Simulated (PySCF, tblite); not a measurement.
**cyanotriacetylene radical cation (C7HN+) (doublet): geometry, infrared bands and EPR parameters**

Aim: predict the infrared bands and EPR parameters of cyanotriacetylene radical cation (C7HN+) (doublet) (`C#CC#CC#CC#[N+]`).

The runs use tblite 0.8.0 and PySCF 2.14.0, with density-fitted response routines of our own; the level of theory stands in each step. All values are computed, except where a source is named. Atoms count from 0, in the outputs and in this text.

## (1) Starting geometry

9 atoms, charge 1, multiplicity 2; geometry from: force field or distance geometry start.

Bonds of the start (Å): C0–C1 1.19, C1–C2 1.56, C2–C3 1.19, C3–C4 1.54, C4–C5 1.19, C5–C6 1.55, C6–N7 1.17, C0–H8 1.07.

## (2) Optimising the geometry with GFN2-xTB

The job: settings as JSON, then the geometry in Å.

```
{"job": {"kind": "relax", "xc": "GFN2-xTB", "basis": "xTB"}, "charge": 1, "multiplicity": 2}
C     -3.931700    -0.246600    -0.955000
C     -2.781800    -0.153300    -0.682700
C     -1.274700    -0.051100    -0.308700
C     -0.121300     0.045900    -0.039300
C      1.371200     0.147000     0.337500
C      2.530800     0.234000     0.608700
C      4.029400     0.348000     0.968500
N      5.159600     0.432700     1.248400
H     -4.967900    -0.323300    -1.202600
```

Command:

```bash
OMP_NUM_THREADS=1 python probes_run.py task.json out
```

The driver reads the jobs from task.json and runs them one after another.

**Question.** This job is followed by: GFN2-xTB harmonic vibrations, gas phase; PBE0-D3(BJ)/def2-SVP geometry optimisation, gas phase; UKS B3LYP, IGLO-III on C N, pcH-1 on H, non-relativistic, mean-field spin-orbit, GIAO. What will the session give for the following? strongest single infrared mode (GFN2-xTB); zero-point energy (GFN2-xTB); point group; rotational constants (main isotopes); g(iso) (B3LYP); ⟨S²⟩; largest a(iso); property runs in this session.

The runs gave:

```
                                 quantity                                            value
strongest single infrared mode (GFN2-xTB)                            2161 cm⁻¹, 710 km/mol
             zero-point energy (GFN2-xTB)                                    27.5 kcal/mol
                              point group                                            Cinfv
     rotational constants (main isotopes)                                   0.56, 0.56 GHz
                           g(iso) (B3LYP)                                          2.02775
                                     ⟨S²⟩                               0.779 (exact 0.75)
                           largest a(iso)                              1H on H8, -30.3 MHz
            property runs in this session  1, of which 0 failed and 1 gave unsound results
```

What this shows: Over 15 steps the energy fell by 2.412 eV; of the close pairs, C1–C2 changed most, 1.556 to 1.326 Å (GFN2-xTB). No mode is imaginary among the 22: a minimum at this level. The strongest single mode, at 2161 cm⁻¹, is carried by C1, C2, C0. GFN2-xTB is a fitted tight-binding method: band positions and strengths are rough. Its intensities can rank the bands wrongly. Relaxing lowered the energy by 0.216 eV in 7 steps; the close pair that moved most is C2–C3, from 1.295 to 1.252 Å (PBE0/def2-SVP). The largest spin populations lie on C0 (0.34 e), C5 (0.28 e). The isotropic g lies 25.4 ppt above the free-electron value. These values are not to be trusted: the run shows a large g shift, which the driver flags as unsure.
